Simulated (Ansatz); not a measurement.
Predict the output of the script below (Ansatz 0.2.0 through its Python package).

Contents of `input.yaml`:
```yaml
crystal:
  periodic: [false, false, false]
  atoms:
    - { symbol: B, position_ang: [-0.9078, 1.5586, 0.0828] }
    - { symbol: B, position_ang: [-0.2402, 0.1275, 0.3061] }
    - { symbol: "N", position_ang: [-0.4843, -0.6146, 1.6012] }
    - { symbol: Si, position_ang: [0.9521, -0.623, -1.0934] }
    - { symbol: H, position_ang: [-0.7913, 2.181, -0.9601] }
    - { symbol: H, position_ang: [-1.6346, 2.0875, 0.9158] }
    - { symbol: H, position_ang: [-0.8274, -1.5475, 1.379] }
    - { symbol: H, position_ang: [0.5297, -0.7701, 2.0247] }
    - { symbol: H, position_ang: [0.0798, -0.7983, -2.2664] }
    - { symbol: H, position_ang: [1.4, -1.9335, -0.6201] }
    - { symbol: H, position_ang: [1.9893, 0.2753, -1.349] }
basis:
  gaussian: { orbitals: def2-SVP, nuclear_model: point }
hamiltonian:
  xc: pbe
output:
  forces: true
```

Script `deck.py`:
```python
'''B2H7NSi through the session interface.'''

import ansatz as az
import numpy as np
import pandas as pd

session = az.Session.from_deck('input.yaml')
data = session.plan(threads=1).execute().report

for key in ('converged', 'free_energy_ev', 'reference_energy_ev', 'n_frozen', 'n_occupied', 'n_virtual'):
    print(f'{key:22s} {data[key]}')
symbols = ['B', 'B', 'N', 'Si', 'H', 'H', 'H', 'H', 'H', 'H', 'H']

forces = np.array(data['forces_ev_ang'])
print('largest force', round(float(np.linalg.norm(forces, axis=1).max()), 4), 'eV/A, rms', round(float(np.sqrt((forces ** 2).mean())), 4))
charges = data['charge_distribution']
table = pd.DataFrame({'atom': symbols, 'mulliken': charges['mulliken_charges_e'], 'lowdin': charges['lowdin_charges_e']})
print(table.round(3).to_string())
print('dipole (e A):', np.round(charges['dipole_moment_e_ang'], 4) + 0.0)
```

```console
$ python deck.py
converged              True
free_energy_ev         -10817.964564911234
reference_energy_ev    -10817.964564911234
n_frozen               0
n_occupied             [19, 19]
n_virtual              [76, 76]
largest force 3.7098 eV/A, rms 1.2139
   atom  mulliken  lowdin
0     B     0.011   0.011
1     B    -0.104  -0.405
2     N    -0.143   0.143
3    Si     0.131   0.272
4     H     0.005   0.000
5     H     0.007   0.005
6     H     0.110   0.026
7     H     0.128   0.083
8     H    -0.040  -0.030
9     H    -0.061  -0.061
10    H    -0.043  -0.043
dipole (e A): [ 0.1556 -0.2139  0.0259]
```

Reading the output:
- These settings explore the input space; basis and method may be short of convergence.
- The geometry is a force-field or estimated start, not a minimum of this method, and the basis set is short of its limit.
- The Löwdin charges here are taken after orthogonalising the functions within each atom; they differ from plain Löwdin charges, and their signs can be unphysical.
- Run time: 4.1 s on 1 thread of Arm Neoverse V1 (shared host), peak memory 0.22 GiB.

(Lines on the test bed's own set-up are left out of the output.)
